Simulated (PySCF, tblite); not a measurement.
**C₅H₁₁OSi radical: geometry, infrared bands and EPR parameters**

Aim: predict the infrared bands and EPR parameters of C₅H₁₁OSi radical (`C=C(CC)CO[SiH2]`).

Computed with tblite 0.8.0 and PySCF 2.14.0, with density-fitted response routines of our own, on a single molecule in the gas phase. Atoms are numbered from 0 throughout.

## (1) Starting geometry

18 atoms, charge 0, multiplicity 2; geometry from: force field or distance geometry start.

Bonds of the start (Å): C0–C1 1.36, C1–C2 1.49, C2–C3 1.53, C1–C4 1.51, C4–O5 1.43, O5–Si6 1.67, C0–H7 1.08, C0–H8 1.08, C2–H9 1.09, C2–H10 1.10, C3–H11 1.11, C3–H12 1.09, C3–H13 1.09, C4–H14 1.10, C4–H15 1.10, Si6–H16 1.49, Si6–H17 1.48.

## (2) Geometry optimisation with GFN2-xTB

Job settings and geometry (Å):

```
{"job": {"kind": "relax", "xc": "GFN2-xTB", "basis": "xTB"}, "charge": 0, "multiplicity": 2}
C     -0.209200    -2.083900     0.798900
C     -0.199400    -0.862600     0.211500
C     -1.367200    -0.361900    -0.570700
C     -2.072700     0.830700     0.079400
C      1.012700     0.033700     0.330200
O      1.476100     0.309400    -0.995100
Si     2.804000     1.306800    -1.171300
H     -1.076800    -2.727600     0.723800
H      0.634900    -2.463600     1.363400
H     -1.055200    -0.077200    -1.577700
H     -2.117500    -1.160600    -0.712100
H     -2.398200     0.571400     1.106200
H     -2.963700     1.108900    -0.478000
H     -1.412100     1.697400     0.137000
H      0.729500     0.971800     0.839400
H      1.804300    -0.449300     0.919300
H      3.928800     0.739500    -0.380900
H      2.472900     2.623300    -0.588200
```

The run is started by

```console
$ OMP_NUM_THREADS=1 python probes_run.py task.json out
```

The driver reads the jobs from task.json and runs them one after another.

**Question.** This job is followed by: GFN2-xTB harmonic vibrations, gas phase; UKS B3LYP, pcH-1 on C H O Si, non-relativistic, mean-field spin-orbit, GIAO. Predict these results of the whole session: strongest single infrared mode (GFN2-xTB); zero-point energy (GFN2-xTB); g(iso) (B3LYP); ⟨S²⟩; largest a(iso) (averaged by class); surface potential, 1st and 99th percentile.

As calculated:

```
                                 quantity                    value
strongest single infrared mode (GFN2-xTB)    2274 cm⁻¹, 516 km/mol
             zero-point energy (GFN2-xTB)            90.5 kcal/mol
                           g(iso) (B3LYP)                  2.00258
                                     ⟨S²⟩       0.751 (exact 0.75)
       largest a(iso) (averaged by class)  29Si on Si6, -603.3 MHz
    surface potential, 1st and 99th percentile       -1.11 V and 0.96 V
```

Relaxing lowered the energy by 0.181 eV in 111 steps; the close pair that moved most is O5–Si6, from 1.670 to 1.614 Å. All 48 modes are real, so the xTB geometry is a minimum. The strongest single mode, at 2274 cm⁻¹, moves mainly H17. Unscaled tight-binding wavenumbers are off by several per cent, some by more. Its intensities can rank the bands wrongly. Si6 carries the largest spin population, 0.94 e. The isotropic g lies 0.3 ppt above the free-electron value.
